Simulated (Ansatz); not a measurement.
# Cl3H4NSi (built from SMILES Cl.N[SiH](Cl)Cl): search for a transition state

Wanted: the transition state of a four-centre ligand exchange (form Si1–Cl7, N2–H6 and break Si1–N2, H6–Cl7). The guess is relaxed with those distances held, a saddle search follows, and vibrations and two downhill relaxations check it.

Method: PBE0-D4, def2-SVP first, then def2-TZVP; program: Ansatz 0.2.0, Gaussian basis.

152 further runs of the same task are left out: 152 set aside as unsound or not needed. Runs told in other sessions of the task aren't counted.

### 1 The system as given

The guess: 9 atoms, charge 0, spin multiplicity 1.

Atoms are counted from 1 here; the program's logs count them from 0.

Bond lengths: Si1–N2 1.864 Å, Si1–Cl3 1.981 Å, Si1–Cl4 2.048 Å, Si1–H5 1.437 Å, N2–H6 1.111 Å, N2–H8 1.017 Å, N2–H9 1.016 Å. Angles: N2–Si1–Cl3 107.7°, N2–Si1–Cl4 97.5°, N2–Si1–H5 111.6°, Cl3–Si1–Cl4 107.1°, Cl3–Si1–H5 124.6°, Cl4–Si1–H5 104.8°, Si1–N2–H6 96.9°, Si1–N2–H8 114.5°, Si1–N2–H9 114.4°, H6–N2–H8 111.0°, H6–N2–H9 111.1°, H8–N2–H9 108.5°.

As a file:

```
Si   -0.8672   -0.3297   -0.0125
N     0.9304    0.0333    0.3221
Cl   -0.9965   -1.1068   -1.8302
Cl   -1.0815   -1.8724    1.3181
H    -1.7194    0.7123    0.4916
H     0.9895    0.9716   -0.2708
Cl    0.0184    2.0531   -1.2802
H     1.5764   -0.6657   -0.0371
H     1.1499    0.2042    1.2991
```

Distances that are to change: Si1–Cl7 2.84 Å, N2–H6 1.11 Å, Si1–N2 1.86 Å, H6–Cl7 1.77 Å.

### 2 Constrained relaxation of the guess

hold/in.yaml

```yaml
crystal:
  periodic: [false, false, false]
  atoms:
    - {symbol: Si, position_ang: [-0.867200, -0.329700, -0.012500]}
    - {symbol: N, position_ang: [0.930400, 0.033300, 0.322100]}
    - {symbol: Cl, position_ang: [-0.996500, -1.106800, -1.830200]}
    - {symbol: Cl, position_ang: [-1.081500, -1.872400, 1.318100]}
    - {symbol: H, position_ang: [-1.719400, 0.712300, 0.491600]}
    - {symbol: H, position_ang: [0.989500, 0.971600, -0.270800]}
    - {symbol: Cl, position_ang: [0.018400, 2.053100, -1.280200]}
    - {symbol: H, position_ang: [1.576400, -0.665700, -0.037100]}
    - {symbol: H, position_ang: [1.149900, 0.204200, 1.299100]}
basis:
  gaussian: {orbitals: def2-SVP}
hamiltonian: {xc: pbe0, dispersion: d4}
relax: {f_tol: 0.04, max_steps: 150, escape_saddle: false, constraints: [{distance: [0, 6]}, {distance: [1, 5]}, {distance: [0, 1]}, {distance: [5, 6]}]}
```

Command:

```bash
$ ansatz run in.yaml --threads 8 --pin off --events-out ev --progress --plain --max-ram 19148MiB
```

Output, cut to the lines that bear on the results:

```text
Functional definition: PBE0
  name "PBE0"
  cite "Adamo & Barone, J. Chem. Phys. 110, 6158 (1999) doi:10.1063/1.478522"
  cite "Perdew, Burke & Ernzerhof, Phys. Rev. Lett. 77, 3865 (1996) doi:10.1103/PhysRevLett.77.3865"
  parent pbe
[...]
1065 factors; integrals over basis functions are off by at most 5.0e-4 eV
[...]
mean field -46971.36216090 eV, -1726.1657210802 hartree, gradient 3.3e-5 eV, S^2 0.000000; 0 other end points of the search recorded, 0 dependent functions left out
[...]
reference -46971.36218291 eV, -1726.1657218892 hartree; 38, 38 occupied and 68, 68 virtual orbitals, 1065 factors
relax step   1: F+E_penalty+E_count = -46971.61742994 eV  Δ(F+E_penalty+E_count) = +0.000e0 eV  max|allowed force component| = 1.038e0 eV/Å  Δτ_max = 0.0000 Å  (25 SCF iters, accepted)
[...]
relax step   4: F+E_penalty+E_count = -46971.68763004 eV  Δ(F+E_penalty+E_count) = -9.712e-6 eV  max|allowed force component| = 2.139e-1 eV/Å  Δτ_max = 0.0291 Å  (29 SCF iters, accepted)
[...]
relax step   5: F+E_penalty+E_count = -46971.68931130 eV  Δ(F+E_penalty+E_count) = -1.681e-3 eV  max|allowed force component| = 2.328e-2 eV/Å  Δτ_max = 0.0144 Å  (28 SCF iters, accepted)
  distance Si 0 - Cl 6 held at 2.840614 Å   reaction = +2.5440e-1 eV/Å
  distance N 1 - H 5 held at 1.111499 Å   reaction = -3.0216e-1 eV/Å
  distance Si 0 - N 1 held at 1.864160 Å   reaction = +1.2894e-1 eV/Å
  distance H 5 - Cl 6 held at 1.769623 Å   reaction = -8.6157e-2 eV/Å
1065 factors; integrals over basis functions are off by at most 5.3e-4 eV
mean field -46971.43665578 eV, -1726.1684587167 hartree, gradient 1.5e-5 eV, S^2 0.000000; 1 other end points of the search recorded, 0 dependent functions left out
[...]
reference -46971.43667783 eV, -1726.1684595270 hartree; 38, 38 occupied and 68, 68 virtual orbitals, 1065 factors
Total energy: -46971.68933335 eV, -1726.1777444459 hartree
Atom 0 at    -0.847420    -0.303604     0.000956 Å, force     0.199308     0.255182    -0.080400 eV/Å
Atom 1 at     0.955472     0.045223     0.321882 Å, force    -0.128536    -0.285843     0.116256 eV/Å
Atom 2 at    -1.002224    -1.149014    -1.841084 Å, force    -0.002592    -0.010515    -0.014451 eV/Å
Atom 3 at    -1.088835    -1.888591     1.334869 Å, force    -0.001177     0.002302     0.014686 eV/Å
Atom 4 at    -1.786604     0.721080     0.466296 Å, force     0.004280    -0.015017    -0.009026 eV/Å
Atom 5 at     0.995069     0.983256    -0.273060 Å, force     0.061717     0.201902    -0.125572 eV/Å
Atom 6 at     0.027085     2.085184    -1.263174 Å, force    -0.125448    -0.147079     0.070796 eV/Å
Atom 7 at     1.566555    -0.684357    -0.055260 Å, force    -0.009391     0.016900     0.013045 eV/Å
Atom 8 at     1.180902     0.190724     1.308675 Å, force     0.001840    -0.017831     0.014665 eV/Å
Dipole moment:     0.549374    -0.646076     0.730696 e Å
```

It took 7 s on 8 threads of Arm Neoverse V1, shared host.

Relaxation path:

```csv
step,energy from step 1 (eV),largest force component (eV/Å)
1,0.0000,1.0376
2,-0.0646,0.1190
3,-0.0702,0.0586
4,-0.0702,0.2139
5,-0.0719,0.0233
```

Close pairs (by a distance rule), those that changed most:

```csv
bond,before (Å),after (Å),change (Å)
Si1–Cl3,1.981,2.033,+0.052
Si1–Cl4,2.048,2.086,+0.037
Si1–H5,1.437,1.466,+0.028
N2–H9,1.016,1.023,+0.007
N2–H8,1.017,1.024,+0.006
Si1–N2,1.864,1.864,-0.000
N2–H6,1.111,1.111,+0.000
```

### 3 A starting Hessian

hessian/in.yaml

```yaml
crystal:
  periodic: [false, false, false]
  atoms:
    - {symbol: Si, position_ang: [-0.847420, -0.303604, 0.000956]}
    - {symbol: N, position_ang: [0.955472, 0.045223, 0.321882]}
    - {symbol: Cl, position_ang: [-1.002224, -1.149014, -1.841084]}
    - {symbol: Cl, position_ang: [-1.088835, -1.888591, 1.334869]}
    - {symbol: H, position_ang: [-1.786604, 0.721080, 0.466296]}
    - {symbol: H, position_ang: [0.995069, 0.983256, -0.273060]}
    - {symbol: Cl, position_ang: [0.027085, 2.085184, -1.263174]}
    - {symbol: H, position_ang: [1.566555, -0.684357, -0.055260]}
    - {symbol: H, position_ang: [1.180902, 0.190724, 1.308675]}
basis:
  gaussian: {orbitals: def2-SVP}
hamiltonian: {xc: pbe0, dispersion: d4}
phonons: {}
scf: {lower_state_search: off}
```

Command:

```bash
$ ansatz run in.yaml --threads 8 --pin off --events-out ev --progress --plain --max-ram 19148MiB
```

Output, cut to the lines that bear on the results:

```text
[... 5 set-up lines as earlier in the session ...]
[...]
1068 factors; integrals over basis functions are off by at most 5.2e-4 eV
[...]
mean field -46971.43665699 eV, -1726.1684587611 hartree, gradient 2.0e-6 eV, S^2 0.000000; 0 other end points of the search recorded, 0 dependent functions left out
[...]
reference -46971.43667905 eV, -1726.1684595719 hartree; 38, 38 occupied and 68, 68 virtual orbitals, 1068 factors
[... from here to the last solve, the lines of the solves are left out (53 solves) ...]
1068 factors; integrals over basis functions are off by at most 5.2e-4 eV
mean field -46971.43647207 eV, -1726.1684519654 hartree, gradient 1.7e-6 eV, S^2 0.000000; 0 other end points of the search recorded, 0 dependent functions left out
[...]
WARN: phonons: modes at or below zero, which the zero-point energy, F, S and C_V leave out: 1, the lowest at -182.80 cm⁻¹. A minimum has none, and a first-order saddle one
[...]
Atom 2 at    -1.002224    -1.149014    -1.841084 Å, force    -0.002602    -0.010550    -0.014497 eV/Å
Atom 3 at    -1.088835    -1.888591     1.334869 Å, force    -0.001181     0.002256     0.014719 eV/Å
Atom 4 at    -1.786604     0.721080     0.466296 Å, force     0.004270    -0.015014    -0.009025 eV/Å
Atom 5 at     0.995069     0.983256    -0.273060 Å, force     0.061718     0.201913    -0.125563 eV/Å
Atom 6 at     0.027085     2.085184    -1.263174 Å, force    -0.125437    -0.147082     0.070797 eV/Å
Atom 7 at     1.566555    -0.684357    -0.055260 Å, force    -0.009387     0.016899     0.013037 eV/Å
Atom 8 at     1.180902     0.190724     1.308675 Å, force     0.001835    -0.017839     0.014639 eV/Å
Dipole moment:     0.549374    -0.646078     0.730698 e Å
Vibrations: -182.80 85.66 122.26 146.47 185.02 238.81 393.95 480.51 575.87 595.88 673.96 780.78 876.19 914.11 1178.45 1491.05 1517.82 2200.50 2376.31 3501.13 3597.69 cm⁻¹, zero-point energy 1.359637 eV
Checks for a lower state left out: stability, starts, cluster_reference, orbital_swaps, neighbouring_geometries, increment
```

Wall time 37 s (8 threads of Arm Neoverse V1, shared host).

The structure is not stationary yet, so these wavenumbers are no spectrum; the search needs only the force constants.

### 4 Saddle search in the small basis

A small driver takes partitioned rational-function steps: uphill along one mode, downhill along the rest. It calls the program once a step for energy and forces and updates the Hessian by Bofill's formula. It stops when the largest force is under 0.04 eV/Å and the followed curvature is negative. The first step's input:

presaddle/in.yaml

```yaml
crystal:
  periodic: [false, false, false]
  atoms:
    - {symbol: Si, position_ang: [-0.847420, -0.303604, 0.000956]}
    - {symbol: N, position_ang: [0.955472, 0.045223, 0.321882]}
    - {symbol: Cl, position_ang: [-1.002224, -1.149014, -1.841084]}
    - {symbol: Cl, position_ang: [-1.088835, -1.888591, 1.334869]}
    - {symbol: H, position_ang: [-1.786604, 0.721080, 0.466296]}
    - {symbol: H, position_ang: [0.995069, 0.983256, -0.273060]}
    - {symbol: Cl, position_ang: [0.027085, 2.085184, -1.263174]}
    - {symbol: H, position_ang: [1.566555, -0.684357, -0.055260]}
    - {symbol: H, position_ang: [1.180902, 0.190724, 1.308675]}
basis:
  gaussian: {orbitals: def2-SVP}
hamiltonian: {xc: pbe0, dispersion: d4}
output: {forces: true}
scf: {lower_state_search: off}
```

Command:

```bash
$ ansatz run in.yaml --threads 8 --pin off --events-out ev --progress --plain --max-ram 19148MiB
```

The driver's record:

```csv
step,energy (eV),largest force (eV/Å),followed curvature (eV/Å²)
1,-46971.68931,0.2858,-1.65
2,-46971.69164,0.1903,-1.85
3,-46971.69246,0.0464,-1.31
4,-46971.69252,0.0120,-1.04
```

The 4 steps took 3 s in all (8 threads of Arm Neoverse V1, shared host).

### 5 Saddle search in triple zeta

The search itself is an outer loop (partitioned rational-function steps, Bofill update of the Hessian). Each step is one single-point run with forces. It stops when the largest force is under 0.01 eV/Å and the followed curvature is negative. The first step's input:

saddle/in.yaml

```yaml
crystal:
  periodic: [false, false, false]
  atoms:
    - {symbol: Si, position_ang: [-0.830714, -0.320432, 0.015793]}
    - {symbol: N, position_ang: [0.947875, 0.037215, 0.323890]}
    - {symbol: Cl, position_ang: [-0.975453, -1.167580, -1.828199]}
    - {symbol: Cl, position_ang: [-1.122584, -1.878302, 1.367200]}
    - {symbol: H, position_ang: [-1.764748, 0.726116, 0.436112]}
    - {symbol: H, position_ang: [0.942624, 1.035245, -0.280237]}
    - {symbol: Cl, position_ang: [0.045689, 2.087875, -1.244750]}
    - {symbol: H, position_ang: [1.564594, -0.658992, -0.101064]}
    - {symbol: H, position_ang: [1.192717, 0.138755, 1.311355]}
basis:
  gaussian: {orbitals: def2-TZVP}
hamiltonian: {xc: pbe0, dispersion: d4}
output: {forces: true}
scf: {lower_state_search: off}
```

Command:

```bash
$ ansatz run in.yaml --threads 8 --pin off --events-out ev --progress --plain --max-ram 19148MiB
```

Step by step:

```csv
step,energy (eV),largest force (eV/Å),followed curvature (eV/Å²)
1,-46989.42261,0.2962,-1.04
2,-46989.44095,0.0953,-1.09
3,-46989.44151,0.0302,-0.78
4,-46989.44157,0.0042,-0.72
```

The 4 steps took 8.3 s in all (8 threads of Arm Neoverse V1, shared host).

Geometry at the end of the search:

```xyz
9

Si   -0.82268   -0.33687    0.01702
N     0.93969    0.03759    0.31714
Cl   -1.00195   -1.14030   -1.82262
Cl   -1.10345   -1.89104    1.35026
H    -1.74236    0.71017    0.44448
H     0.95873    0.99609   -0.28661
Cl    0.04875    2.11120   -1.25697
H     1.56226   -0.67194   -0.06079
H     1.16101    0.18501    1.29819
```

Followed mode, largest move set to 1: Cl7 (-0.78, -0.62, -0.12); H6 (0.69, -0.25, 0.35); Si1 (-0.01, 0.60, -0.39); Cl4 (0.30, 0.32, -0.37).

[end of part 1 of 2]
